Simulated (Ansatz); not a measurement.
# BeBr+ (triplet): from Hartree-Fock to the top rungs at distance Br1–Be2 = 3.160 Å, cc-pVDZ

One table from this session's results is given with a row withheld; the runs are named, their logs left out.

Method: cc-pVDZ, core rule «outside noble gas», up to 15 orbitals frozen; program: Ansatz 0.2.0, Gaussian basis.

Plan: UHF; CCSD(T) on ROHF; CCSD(T) on UHF; BCCD(T) on ROHF; CISD; CCSDT(Q) on ROHF; CCSDT(Q) on UHF; CASSCF and MRCISD+Q, 4 electrons in 4 orbitals; CASSCF and NEVPT2, 4 electrons in 4 orbitals.

39 further runs of the same task are left out: 22 for a known fault of the program, 13 that didn't finish, 4 set aside as unsound or not needed.

## The system

The geometry derives from a PBE0/def2-TZVP stationary point (not a proven minimum). One bond is set to the value named and the two fragments are kept rigid. No spin-orbit coupling is included. The filled d shell of Br may be among the frozen orbitals whatever the setting's name suggests; the logs give the count.

2 atoms, charge 1, spin multiplicity 3.

Atoms are counted from 1 here; the program's logs count them from 0.

No contacts short enough for the rule that draws bonds.

The first run:

in.yaml reads:

```yaml
crystal:
  periodic: [false, false, false]
  atoms:
    - {symbol: Br, position_ang: [0.000000, 0.000000, 0.000000]}
    - {symbol: Be, position_ang: [0.000000, 0.000000, 3.160000]}
basis:
  gaussian: {orbitals: cc-pVDZ}
total_charge: 1
magnetization: {spin_polarized: true, initial_magnetization: 2}
hamiltonian: {xc: hf}
output: {orbitals: {seedname: orbitals}}
```

The run is started by

```
$ ansatz run in.yaml --threads 1 --pin off --events-out ev --progress --plain --max-ram 2393MiB
```

Among the steps run: UHF; CCSD(T) on ROHF; CCSD(T) on UHF; BCCD(T) on ROHF; CISD; CCSDT(Q) on ROHF; CCSDT(Q) on UHF; CASSCF and MRCISD+Q, 4 electrons in 4 orbitals; CASSCF and NEVPT2, 4 electrons in 4 orbitals.

One table of the session follows, with a row left open; its other results are not shown here.

It belongs to the step «Misses and costs». 

```
       method  from UCCSDT(Q) (kcal/mol)
         ROHF                          ?
          UHF                     +72.09
         RMP2                     +11.13
         UMP2                     +11.31
         CISD                      +3.96
        RCCSD                      +1.46
        UCCSD                      +1.34
     RCCSD(T)                      +0.40
     UCCSD(T)                      +0.33
      BCCD(T)                      +0.39
       RCCSDT                      +0.17
       UCCSDT                      +0.11
    RCCSDT(Q)                      +0.06
    UCCSDT(Q)                          0
  CASSCF pair                     +68.56
  MRCISD pair                      +3.69
MRCISD+Q pair                      +0.01
```

Estimate the missing values for ROHF.

As computed: from UCCSDT(Q) (kcal/mol): +74.46. In the column «from UCCSDT(Q) (kcal/mol)» it is the highest.

Not comparable, so not listed: CASSCF and NEVPT2, 4 electrons in 4 orbitals (they don't share determinant, frozen orbitals or solution with the rows shown, or repeat one).

Caveats from the session: Restricted and unrestricted rows rest on different reference determinants; where their highest levels disagree by more than a few hundredths of an eV, they describe different states and don't form one ladder. Warnings in the runs' records: passed over end.
